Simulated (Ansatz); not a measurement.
# AlFH₅NSi: small, medium and large basis sets

The task here is to estimate one member of a computed series from the others.

Program: Ansatz 0.2.0, Gaussian basis. Level of theory: one geometry, several basis sets. These are calculated values, not measurements.

The runs, in order: PBE0-D4/def2-SVP; ωB97M-V/def2-SVP; PBE0-D4/def2-QZVPP; ωB97M-V/def2-QZVPP; the functionals' def2-TZVPP values are taken from earlier runs.

**Structure used throughout**

The geometry comes from an earlier relaxation with PBE0-D4 in a triple-zeta def2 set; it is a stationary point, not always the lowest conformer.

SMILES `[NH2][Al]([F])[SiH3]`, 9 atoms, charge 0, spin multiplicity 1.

Atoms are counted from 1 here; the program's logs count them from 0.

Bond lengths: N1–Al2 1.759 Å, N1–H5 1.007 Å, N1–H6 1.008 Å, Al2–F3 1.654 Å, Al2–Si4 2.437 Å, Si4–H7 1.490 Å, Si4–H8 1.489 Å, Si4–H9 1.490 Å. Angles: Al2–N1–H5 124.2°, Al2–N1–H6 125.3°, H5–N1–H6 110.5°, N1–Al2–F3 117.1°, N1–Al2–Si4 123.1°, F3–Al2–Si4 119.8°, Al2–Si4–H7 111.2°, Al2–Si4–H8 111.3°, Al2–Si4–H9 110.9°, H7–Si4–H8 107.7°, H7–Si4–H9 107.8°, H8–Si4–H9 107.8°.

The first run:

Contents of in.yaml:

```yaml
crystal:
  periodic: [false, false, false]
  atoms:
    - {symbol: N, position_ang: [0.589960, 1.790618, -0.738026]}
    - {symbol: Al, position_ang: [0.766911, 0.059683, -0.479415]}
    - {symbol: F, position_ang: [2.095850, -0.668909, -1.141834]}
    - {symbol: Si, position_ang: [-0.838416, -1.266429, 0.786378]}
    - {symbol: H, position_ang: [-0.175441, 2.340580, -0.383379]}
    - {symbol: H, position_ang: [1.230416, 2.370888, -1.256094]}
    - {symbol: H, position_ang: [-1.457695, -2.319803, -0.065460]}
    - {symbol: H, position_ang: [-0.188258, -1.944302, 1.942318]}
    - {symbol: H, position_ang: [-1.934727, -0.408626, 1.318314]}
basis:
  gaussian: {orbitals: def2-SVP}
hamiltonian: {xc: pbe0, dispersion: d4}
output: {orbitals: {seedname: orbitals}}
```

The run is started by

```sh
> ansatz run in.yaml --threads 2 --pin off --events-out ev --progress --plain --max-ram 4352MiB
```

Steps of the session up to this table: PBE0-D4 in def2-SVP; ωB97M-V in def2-SVP; PBE0-D4 in def2-QZVPP; ωB97M-V in def2-QZVPP.

One of the session's tables, all rows but one given; the rest of the session is left out.

It belongs to the step «Density functionals: the series». 

```
functional       basis  HOMO (eV)
   PBE0-D4    def2-SVP      -7.61
   PBE0-D4  def2-TZVPP      -7.79
   PBE0-D4  def2-QZVPP      -7.83
   ωB97M-V    def2-SVP          ?
   ωB97M-V  def2-TZVPP     -10.12
   ωB97M-V  def2-QZVPP     -10.15
```

Estimate the missing values for ωB97M-V, def2-SVP.

As computed: HOMO (eV): -10.00. In the column «HOMO (eV)» it lies between ωB97M-V, def2-TZVPP (-10.12) and PBE0-D4, def2-QZVPP (-7.83).
